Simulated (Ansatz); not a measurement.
# The cluster Zr₆H₁₆O₂₀: a short trajectory

What does the cluster Zr₆H₁₆O₂₀ do in its first 25 fs with a Nosé-Hoover thermostat, with the temperature set to 500 K?

Method: BLYP/def2-SVP with D4 dispersion; program: Ansatz 0.2.0, Gaussian basis.

6 further runs of the same task are left out: 1 for a known fault of the program, 1 that didn't finish, 4 set aside as unsound or not needed.

## (1) The geometry

An earlier PBE-D4/def2-SVP relaxation fixed the geometry. Zr takes the def2 core potential; no spin-orbit term is included.

42 atoms, charge 0, spin multiplicity 1.

Atoms are counted from 1 here; the program's logs count them from 0.

Bond lengths: Zr1–O13 2.124 Å, Zr1–O15 2.257 Å, Zr1–O21 1.935 Å, Zr1–O23 2.057 Å, Zr1–O24 1.987 Å, Zr2–O7 2.004 Å, Zr2–O8 2.090 Å, Zr2–O10 2.174 Å, Zr2–O12 2.434 Å, Zr2–O13 2.286 Å, Zr2–O14 2.100 Å, Zr2–O19 2.227 Å, Zr3–O9 2.009 Å, Zr3–O10 2.160 Å, Zr3–O12 2.307 Å, Zr3–O17 2.014 Å, Zr3–O18 2.191 Å, Zr3–O19 2.271 Å and more. Angles: O13–Zr1–O15 77.7°, O13–Zr1–O21 111.6°, O13–Zr1–O23 127.3°, O13–Zr1–O24 94.1°, O15–Zr1–O21 101.0°, O15–Zr1–O23 72.9°, O15–Zr1–O24 151.4°, O21–Zr1–O23 116.3°, O21–Zr1–O24 107.5°, O23–Zr1–O24 91.7°, O7–Zr2–O8 80.2°, O7–Zr2–O10 86.9°, O7–Zr2–O12 82.0°, O7–Zr2–O13 139.8°, O7–Zr2–O14 105.6°, O7–Zr2–O19 142.2°, O8–Zr2–O10 125.1°, O8–Zr2–O12 153.5° and more.

## (2) Dynamics

in.yaml

```yaml
crystal:
  periodic: [false, false, false]
  atoms:
    - {symbol: Zr, position_ang: [0.864888, 2.247569, -1.837826]}
    - {symbol: Zr, position_ang: [-1.822414, -0.060727, -0.739385]}
    - {symbol: Zr, position_ang: [0.055774, -2.760047, -0.066759]}
    - {symbol: Zr, position_ang: [-0.596094, 3.141842, 0.894854]}
    - {symbol: Zr, position_ang: [2.500167, -0.510835, -0.350551]}
    - {symbol: Zr, position_ang: [0.161663, 0.035535, 1.882550]}
    - {symbol: O, position_ang: [-3.695016, -0.684306, -0.390083]}
    - {symbol: O, position_ang: [-2.884928, 1.411597, -1.773999]}
    - {symbol: O, position_ang: [0.015564, -4.496051, -1.076789]}
    - {symbol: O, position_ang: [-1.420934, -2.064383, -1.481192]}
    - {symbol: O, position_ang: [-0.032029, -0.683014, 3.703245]}
    - {symbol: O, position_ang: [-1.359445, -1.452761, 1.202404]}
    - {symbol: O, position_ang: [-0.553522, 0.787158, -2.441998]}
    - {symbol: O, position_ang: [-1.345714, 1.213830, 0.860013]}
    - {symbol: O, position_ang: [-1.080480, 3.149477, -1.134107]}
    - {symbol: O, position_ang: [0.134167, 2.087257, 2.646678]}
    - {symbol: O, position_ang: [-0.287922, -3.929400, 1.535950]}
    - {symbol: O, position_ang: [1.898011, -2.385008, -1.191383]}
    - {symbol: O, position_ang: [0.302961, -0.509926, -0.247212]}
    - {symbol: O, position_ang: [1.496766, -1.754560, 1.433324]}
    - {symbol: O, position_ang: [1.321609, 3.442251, -3.289948]}
    - {symbol: O, position_ang: [4.384263, -0.971142, -0.170056]}
    - {symbol: O, position_ang: [1.182341, 2.963355, 0.063992]}
    - {symbol: O, position_ang: [2.346961, 0.936871, -1.654330]}
    - {symbol: O, position_ang: [-1.242069, 4.819522, 1.651315]}
    - {symbol: O, position_ang: [2.133996, 0.767209, 1.318520]}
    - {symbol: H, position_ang: [-3.922870, -1.408606, 0.216114]}
    - {symbol: H, position_ang: [-3.834472, 1.374576, -1.549252]}
    - {symbol: H, position_ang: [0.104068, -4.555675, -2.043371]}
    - {symbol: H, position_ang: [-2.152756, -2.636807, -1.770738]}
    - {symbol: H, position_ang: [-0.121386, -1.567021, 4.094191]}
    - {symbol: H, position_ang: [-1.905715, -1.934036, 1.850836]}
    - {symbol: H, position_ang: [-1.267489, 1.142178, -3.014850]}
    - {symbol: H, position_ang: [-1.925505, 2.677518, -1.453726]}
    - {symbol: H, position_ang: [0.806622, 2.376137, 3.289535]}
    - {symbol: H, position_ang: [-0.313630, -4.870423, 1.276758]}
    - {symbol: H, position_ang: [2.503563, -3.109521, -1.424415]}
    - {symbol: H, position_ang: [1.877270, -2.288425, 2.154431]}
    - {symbol: H, position_ang: [1.936265, 3.873246, -3.899897]}
    - {symbol: H, position_ang: [5.314816, -1.187355, -0.029366]}
    - {symbol: H, position_ang: [-1.610235, 5.658575, 1.956744]}
    - {symbol: H, position_ang: [2.032906, 1.714346, 0.999789]}
basis:
  gaussian: {orbitals: def2-SVP, fitting: {mean_field: def2-universal-jkfit}}
hamiltonian: {xc: {name: BLYP}, dispersion: d4}
md: {timestep: 1 fs, n_steps: 25, ensemble: nvt_nose_hoover, temperature: 500, initial_velocities: maxwell_boltzmann, seed: 195}
scf: {omitted_lower_state_checks: [starts]}
```

Run with:

```console
$ ansatz run in.yaml --threads 2 --pin off --events-out ev --progress --plain --max-ram 22528MiB --backend cuda --devices 0, --max-vram 18GiB
```

The program printed:

```text
Functional definition: BLYP
  name "BLYP"
  cite "Becke, Phys. Rev. A 38, 3098 (1988) doi:10.1103/PhysRevA.38.3098"
  cite "Lee, Yang & Parr, Phys. Rev. B 37, 785 (1988) doi:10.1103/PhysRevB.37.785"
  parameter beta = 0.0042
  parameter a = 0.04918
  parameter b = 0.132
  parameter c = 0.2533
  parameter d = 0.349
  exchange = b88_x(beta = beta)
  correlation = lyp_c(a = a, b = b, c = c, d = d)
these checks for a lower state are left out or cut short: starts
3358 factors; integrals over basis functions are off by at most 1.6e-1 eV
mean field evaluation 1: about -48771.3663 eV, gradient 2.6e2 eV
mean field evaluation 2: about -47471.7864 eV, gradient 7.5e2 eV
mean field evaluation 4: about -48868.2306 eV, gradient 1.1e2 eV
mean field evaluation 8: about -48889.6249 eV, gradient 3.1e0 eV
mean field evaluation 16: about -48889.6381 eV, gradient 2.0e-2 eV
mean field -48889.63814325 eV, -1796.6610631775 hartree, gradient 7.6e-5 eV, S^2 0.000000; 0 other end points of the search recorded, 0 dependent functions left out
the calculation of the forces begins
reference -48889.63892877 eV, -1796.6610920450 hartree; 124, 124 occupied and 422, 422 virtual orbitals, 3358 factors
md step     0: t =     0.00 fs  T =   500.0 K  F+E_penalty+E_count = -48893.56497428 eV  E_kin = 2.585200 eV  conserved = -48890.97977431 eV  (37 SCF iters)
these checks for a lower state are left out or cut short: starts, cluster_reference, orbital_swaps, neighbouring_geometries, increment
3358 factors; integrals over basis functions are off by at most 1.7e-1 eV
mean field evaluation 32: about -48889.5026 eV, gradient 1.6e-5 eV
mean field -48889.50264136 eV, -1796.6560835748 hartree, gradient 1.6e-5 eV, S^2 0.000000; 0 other end points of the search recorded, 0 dependent functions left out
the calculation of the forces begins
reference -48889.50342567 eV, -1796.6561123976 hartree; 124, 124 occupied and 422, 422 virtual orbitals, 3358 factors
md step     1: t =     1.00 fs  T =   477.0 K  F+E_penalty+E_count = -48893.43147551 eV  E_kin = 2.466222 eV  conserved = -48890.96525617 eV  (34 SCF iters, 11 dispersion substeps)
these checks for a lower state are left out or cut short: starts, cluster_reference, orbital_swaps, neighbouring_geometries, increment
3358 factors; integrals over basis functions are off by at most 1.7e-1 eV
mean field -48889.28910446 eV, -1796.6482362387 hartree, gradient 2.6e-5 eV, S^2 0.000000; 0 other end points of the search recorded, 0 dependent functions left out
the calculation of the forces begins
reference -48889.28988766 eV, -1796.6482650206 hartree; 124, 124 occupied and 422, 422 virtual orbitals, 3358 factors
md step     2: t =     2.00 fs  T =   438.9 K  F+E_penalty+E_count = -48893.21979387 eV  E_kin = 2.269319 eV  conserved = -48890.95050371 eV  (33 SCF iters, 11 dispersion substeps)
[... from here on, the SCF cycles and remarks between the steps are left out ...]
md step     3: t =     3.00 fs  T =   423.3 K  F+E_penalty+E_count = -48893.14386133 eV  E_kin = 2.188611 eV  conserved = -48890.95535502 eV  (33 SCF iters, 11 dispersion substeps)
md step     4: t =     4.00 fs  T =   421.4 K  F+E_penalty+E_count = -48893.14571827 eV  E_kin = 2.178609 eV  conserved = -48890.96735476 eV  (34 SCF iters, 11 dispersion substeps)
md step     5: t =     5.00 fs  T =   402.1 K  F+E_penalty+E_count = -48893.04967423 eV  E_kin = 2.078808 eV  conserved = -48890.97131724 eV  (34 SCF iters, 11 dispersion substeps)
md step     6: t =     6.00 fs  T =   358.1 K  F+E_penalty+E_count = -48892.80938808 eV  E_kin = 1.851641 eV  conserved = -48890.95846683 eV  (33 SCF iters, 11 dispersion substeps)
md step     7: t =     7.00 fs  T =   323.0 K  F+E_penalty+E_count = -48892.61782554 eV  E_kin = 1.670021 eV  conserved = -48890.94886355 eV  (33 SCF iters, 11 dispersion substeps)
md step     8: t =     8.00 fs  T =   315.3 K  F+E_penalty+E_count = -48892.59493852 eV  E_kin = 1.630169 eV  conserved = -48890.96626264 eV  (33 SCF iters, 11 dispersion substeps)
md step     9: t =     9.00 fs  T =   299.5 K  F+E_penalty+E_count = -48892.51705625 eV  E_kin = 1.548486 eV  conserved = -48890.97060018 eV  (33 SCF iters, 11 dispersion substeps)
md step    10: t =    10.00 fs  T =   262.2 K  F+E_penalty+E_count = -48892.30919840 eV  E_kin = 1.355664 eV  conserved = -48890.95617079 eV  (33 SCF iters, 11 dispersion substeps)
md step    11: t =    11.00 fs  T =   235.8 K  F+E_penalty+E_count = -48892.16524280 eV  E_kin = 1.219038 eV  conserved = -48890.94950213 eV  (33 SCF iters, 11 dispersion substeps)
md step    12: t =    12.00 fs  T =   237.4 K  F+E_penalty+E_count = -48892.18207974 eV  E_kin = 1.227566 eV  conserved = -48890.95856815 eV  (33 SCF iters, 11 dispersion substeps)
md step    13: t =    13.00 fs  T =   244.9 K  F+E_penalty+E_count = -48892.22986825 eV  E_kin = 1.266307 eV  conserved = -48890.96852043 eV  (33 SCF iters, 11 dispersion substeps)
md step    14: t =    14.00 fs  T =   231.6 K  F+E_penalty+E_count = -48892.15888285 eV  E_kin = 1.197521 eV  conserved = -48890.96734140 eV  (33 SCF iters, 11 dispersion substeps)
md step    15: t =    15.00 fs  T =   204.1 K  F+E_penalty+E_count = -48892.00014688 eV  E_kin = 1.055021 eV  conserved = -48890.95215952 eV  (33 SCF iters, 11 dispersion substeps)
md step    16: t =    16.00 fs  T =   200.5 K  F+E_penalty+E_count = -48891.97657484 eV  E_kin = 1.036617 eV  conserved = -48890.94809725 eV  (34 SCF iters, 11 dispersion substeps)
md step    17: t =    17.00 fs  T =   227.1 K  F+E_penalty+E_count = -48892.13263011 eV  E_kin = 1.174056 eV  conserved = -48890.96801568 eV  (34 SCF iters, 11 dispersion substeps)
md step    18: t =    18.00 fs  T =   239.6 K  F+E_penalty+E_count = -48892.19934630 eV  E_kin = 1.239066 eV  conserved = -48890.97127740 eV  (34 SCF iters, 11 dispersion substeps)
md step    19: t =    19.00 fs  T =   226.1 K  F+E_penalty+E_count = -48892.11336951 eV  E_kin = 1.169000 eV  conserved = -48890.95704704 eV  (33 SCF iters, 11 dispersion substeps)
md step    20: t =    20.00 fs  T =   218.4 K  F+E_penalty+E_count = -48892.06752342 eV  E_kin = 1.129460 eV  conserved = -48890.95247242 eV  (34 SCF iters, 11 dispersion substeps)
md step    21: t =    21.00 fs  T =   230.2 K  F+E_penalty+E_count = -48892.13535306 eV  E_kin = 1.190294 eV  conserved = -48890.96135027 eV  (33 SCF iters, 11 dispersion substeps)
md step    22: t =    22.00 fs  T =   242.0 K  F+E_penalty+E_count = -48892.19947751 eV  E_kin = 1.251120 eV  conserved = -48890.96676497 eV  (15 SCF iters, 11 dispersion substeps)
md step    23: t =    23.00 fs  T =   238.8 K  F+E_penalty+E_count = -48892.17798490 eV  E_kin = 1.234514 eV  conserved = -48890.96416494 eV  (34 SCF iters, 11 dispersion substeps)
md step    24: t =    24.00 fs  T =   229.9 K  F+E_penalty+E_count = -48892.12032916 eV  E_kin = 1.188757 eV  conserved = -48890.95462523 eV  (34 SCF iters, 11 dispersion substeps)
these checks for a lower state are left out or cut short: starts, cluster_reference, orbital_swaps, neighbouring_geometries, increment
3358 factors; integrals over basis functions are off by at most 1.7e-1 eV
mean field -48888.26505019 eV, -1796.6106029381 hartree, gradient 2.2e-5 eV, S^2 0.000000; 0 other end points of the search recorded, 0 dependent functions left out
the calculation of the forces begins
reference -48888.26584058 eV, -1796.6106319846 hartree; 124, 124 occupied and 422, 422 virtual orbitals, 3358 factors
these checks for a lower state are left out or cut short: starts
3358 factors; integrals over basis functions are off by at most 1.7e-1 eV
mean field -48888.26505019 eV, -1796.6106029381 hartree, gradient 2.2e-5 eV, S^2 0.000000; 0 other end points of the search recorded, 0 dependent functions left out
the calculation of the forces begins
reference -48888.26584058 eV, -1796.6106319846 hartree; 124, 124 occupied and 422, 422 virtual orbitals, 3358 factors
md step    25: t =    25.00 fs  T =   238.9 K  F+E_penalty+E_count = -48892.16488161 eV  E_kin = 1.235239 eV  conserved = -48890.95519125 eV  (16 SCF iters, 11 dispersion substeps)
Total energy: -48892.16567201 eV, -1796.7539481461 hartree
Atom 0 at     0.850146     2.287428    -1.821199 Å, force     0.324632    -0.538149    -1.472268 eV/Å
Atom 1 at    -1.810311    -0.071738    -0.733031 Å, force    -1.108709     0.125857    -0.231925 eV/Å
Atom 2 at     0.095902    -2.859041    -0.071282 Å, force    -0.829333     0.242065     0.417122 eV/Å
Atom 3 at    -0.608061     3.091961     0.903480 Å, force    -0.199509     1.096529    -0.024611 eV/Å
Atom 4 at     2.413285    -0.469918    -0.377582 Å, force     1.736537    -0.160918     0.063991 eV/Å
Atom 5 at     0.172349     0.104200     1.888591 Å, force     0.048844    -1.595986     0.796269 eV/Å
Atom 6 at    -3.759562    -0.688509    -0.424851 Å, force     0.473402     0.257470     1.251124 eV/Å
Atom 7 at    -2.805799     1.498574    -1.784764 Å, force     0.423085    -0.082757    -0.051453 eV/Å
Atom 8 at     0.101478    -4.593339    -1.119092 Å, force    -0.184663     0.275943     1.230249 eV/Å
Atom 9 at    -1.299019    -2.043236    -1.536473 Å, force    -0.989451    -1.158682    -0.504241 eV/Å
Atom 10 at    -0.018449    -0.665510     3.713088 Å, force    -0.093547     1.132709    -0.971823 eV/Å
Atom 11 at    -1.341357    -1.419679     1.093132 Å, force     0.012306    -0.575823     0.685980 eV/Å
Atom 12 at    -0.491440     0.653690    -2.375334 Å, force    -0.041337     0.429782    -0.177157 eV/Å
Atom 13 at    -1.454473     1.207352     0.905709 Å, force     0.287489     0.366243     0.478292 eV/Å
Atom 14 at    -1.125233     3.164750    -1.062572 Å, force     0.481001     0.235005    -0.262239 eV/Å
Atom 15 at     0.307594     2.134462     2.589449 Å, force    -0.716866     0.236798     0.471434 eV/Å
Atom 16 at    -0.469228    -3.958315     1.540125 Å, force     0.299614     0.297383    -0.282596 eV/Å
Atom 17 at     1.895347    -2.505880    -1.157926 Å, force    -2.024731     3.342229     0.260101 eV/Å
Atom 18 at     0.342487    -0.308789    -0.216110 Å, force    -0.195204    -0.829149     0.143685 eV/Å
Atom 19 at     1.493850    -1.770987     1.519510 Å, force    -0.657467    -0.129332    -0.502061 eV/Å
Atom 20 at     1.413459     3.552800    -3.225627 Å, force    -0.210066    -0.285435     0.239781 eV/Å
Atom 21 at     4.345381    -0.952140    -0.183669 Å, force    -1.605145     0.360178    -0.141747 eV/Å
Atom 22 at     1.194051     2.837875     0.052845 Å, force    -0.071027     0.421334     0.459200 eV/Å
Atom 23 at     2.287987     0.869806    -1.808093 Å, force     0.081772     0.210900     0.465521 eV/Å
Atom 24 at    -1.198616     4.895475     1.517516 Å, force     0.025477    -0.279932     0.597869 eV/Å
Atom 25 at     2.175462     0.771619     1.423808 Å, force     0.112511    -0.165666    -0.606479 eV/Å
Atom 26 at    -4.024842    -0.669199     0.546555 Å, force     0.244552    -0.227335    -1.281332 eV/Å
Atom 27 at    -3.739069     1.681216    -1.631884 Å, force    -0.682104    -0.252415     0.163475 eV/Å
Atom 28 at    -0.101144    -4.526586    -2.052980 Å, force     0.035198    -0.072211    -0.953779 eV/Å
Atom 29 at    -2.033222    -2.626299    -1.913435 Å, force     1.008049     0.863324     0.630762 eV/Å
Atom 30 at     0.113282    -1.346474     4.363801 Å, force     0.032031    -0.758196     0.608747 eV/Å
Atom 31 at    -1.843359    -1.977708     1.734437 Å, force     0.111309     0.295760    -0.338875 eV/Å
Atom 32 at    -1.118120     0.841488    -3.097323 Å, force    -0.154148     0.237619    -0.241634 eV/Å
Atom 33 at    -2.007055     2.712466    -1.356489 Å, force     0.192872    -0.383012    -0.470866 eV/Å
Atom 34 at     0.965133     2.329116     3.275156 Å, force     0.172345     0.082594     0.053493 eV/Å
Atom 35 at    -0.467517    -4.928871     1.466805 Å, force    -0.029487    -0.134269    -0.074096 eV/Å
Atom 36 at     2.496402    -3.197683    -1.110233 Å, force     2.374734    -2.500174    -0.049664 eV/Å
Atom 37 at     1.623518    -2.283423     2.342436 Å, force     0.195183     0.080929    -0.207982 eV/Å
Atom 38 at     1.973301     3.868750    -3.956755 Å, force    -0.105341    -0.076446     0.214118 eV/Å
Atom 39 at     5.249353    -1.192665    -0.348615 Å, force     0.955137    -0.223861    -0.055396 eV/Å
Atom 40 at    -1.443230     5.294741     2.377165 Å, force     0.011493     0.020080    -0.322588 eV/Å
Atom 41 at     2.030197     1.716358     1.108093 Å, force     0.258561    -0.180983    -0.006403 eV/Å
Dipole moment:     0.061477    -0.223572     0.524781 e Å
Checks for a lower state left out: starts
```

Wall time 2.6 min (1 × H100 (card shared with other runs) with 2 threads of AMD EPYC 7R13, shared host); peak host memory 1.2 GiB.

## (3) Frames and traces

One row in 2; energies are counted from the first frame:

| time (fs) | T (K) | potential (meV) | conserved (meV) | Zr3–O19 (Å) |
| --- | --- | --- | --- | --- |
| 0.0 | 500 | 0.0 | 0.00 | 2.271 |
| 2.0 | 439 | 345.2 | 29.27 | 2.305 |
| 4.0 | 421 | 419.3 | 12.42 | 2.338 |
| 6.0 | 358 | 755.6 | 21.31 | 2.370 |
| 8.0 | 315 | 970.0 | 13.51 | 2.401 |
| 10.0 | 262 | 1255.8 | 23.60 | 2.429 |
| 12.0 | 237 | 1382.9 | 21.21 | 2.456 |
| 14.0 | 232 | 1406.1 | 12.43 | 2.479 |
| 16.0 | 200 | 1588.4 | 31.68 | 2.501 |
| 18.0 | 240 | 1365.6 | 8.50 | 2.519 |
| 20.0 | 218 | 1497.5 | 27.30 | 2.536 |
| 22.0 | 242 | 1365.5 | 13.01 | 2.549 |
| 24.0 | 230 | 1444.6 | 25.15 | 2.561 |

Positions (Å) and forces (eV/Å) at 25.0 fs:

```xyz
42

Zr    0.850    2.287   -1.821    0.325   -0.538   -1.472
Zr   -1.810   -0.072   -0.733   -1.109    0.126   -0.232
Zr    0.096   -2.859   -0.071   -0.829    0.242    0.417
Zr   -0.608    3.092    0.903   -0.200    1.097   -0.025
Zr    2.413   -0.470   -0.378    1.737   -0.161    0.064
Zr    0.172    0.104    1.889    0.049   -1.596    0.796
O    -3.760   -0.689   -0.425    0.473    0.257    1.251
O    -2.806    1.499   -1.785    0.423   -0.083   -0.051
O     0.101   -4.593   -1.119   -0.185    0.276    1.230
O    -1.299   -2.043   -1.536   -0.989   -1.159   -0.504
O    -0.018   -0.666    3.713   -0.094    1.133   -0.972
O    -1.341   -1.420    1.093    0.012   -0.576    0.686
O    -0.491    0.654   -2.375   -0.041    0.430   -0.177
O    -1.454    1.207    0.906    0.287    0.366    0.478
O    -1.125    3.165   -1.063    0.481    0.235   -0.262
O     0.308    2.134    2.589   -0.717    0.237    0.471
O    -0.469   -3.958    1.540    0.300    0.297   -0.283
O     1.895   -2.506   -1.158   -2.025    3.342    0.260
O     0.342   -0.309   -0.216   -0.195   -0.829    0.144
O     1.494   -1.771    1.520   -0.657   -0.129   -0.502
O     1.413    3.553   -3.226   -0.210   -0.285    0.240
O     4.345   -0.952   -0.184   -1.605    0.360   -0.142
O     1.194    2.838    0.053   -0.071    0.421    0.459
O     2.288    0.870   -1.808    0.082    0.211    0.466
O    -1.199    4.895    1.518    0.025   -0.280    0.598
O     2.175    0.772    1.424    0.113   -0.166   -0.606
H    -4.025   -0.669    0.547    0.245   -0.227   -1.281
H    -3.739    1.681   -1.632   -0.682   -0.252    0.163
H    -0.101   -4.527   -2.053    0.035   -0.072   -0.954
H    -2.033   -2.626   -1.913    1.008    0.863    0.631
H     0.113   -1.346    4.364    0.032   -0.758    0.609
H    -1.843   -1.978    1.734    0.111    0.296   -0.339
H    -1.118    0.841   -3.097   -0.154    0.238   -0.242
H    -2.007    2.712   -1.356    0.193   -0.383   -0.471
H     0.965    2.329    3.275    0.172    0.083    0.053
H    -0.468   -4.929    1.467   -0.029   -0.134   -0.074
H     2.496   -3.198   -1.110    2.375   -2.500   -0.050
H     1.624   -2.283    2.342    0.195    0.081   -0.208
H     1.973    3.869   -3.957   -0.105   -0.076    0.214
H     5.249   -1.193   -0.349    0.955   -0.224   -0.055
H    -1.443    5.295    2.377    0.011    0.020   -0.323
H     2.030    1.716    1.108    0.259   -0.181   -0.006
```

## (4) Outcome

| quantity | value |
| --- | --- |
| length | 25 steps of 1.0 fs |
| temperature, first and last frame | 500, 239 K |
| temperature, second half | mean 229 K, from 200 to 245 K |
| swing of the potential | 1588 meV |
| largest change of the conserved energy | 31.68 meV |
| range of Zr3–O19 | 2.271 to 2.566 Å |

**Reading.** From 500 K at the start the temperature swings between 200 and 500 K: with 42 atoms it has no steady value yet; starting near a minimum, about half of the kinetic energy flows into the potential. The conserved energy moves by 31.68 meV, 2.0 % of the potential's swing, so the step is short enough for this stretch. Zr3–O19 swings most, by 0.30 Å; no bond breaks. A run of 25 fs gives no averages.
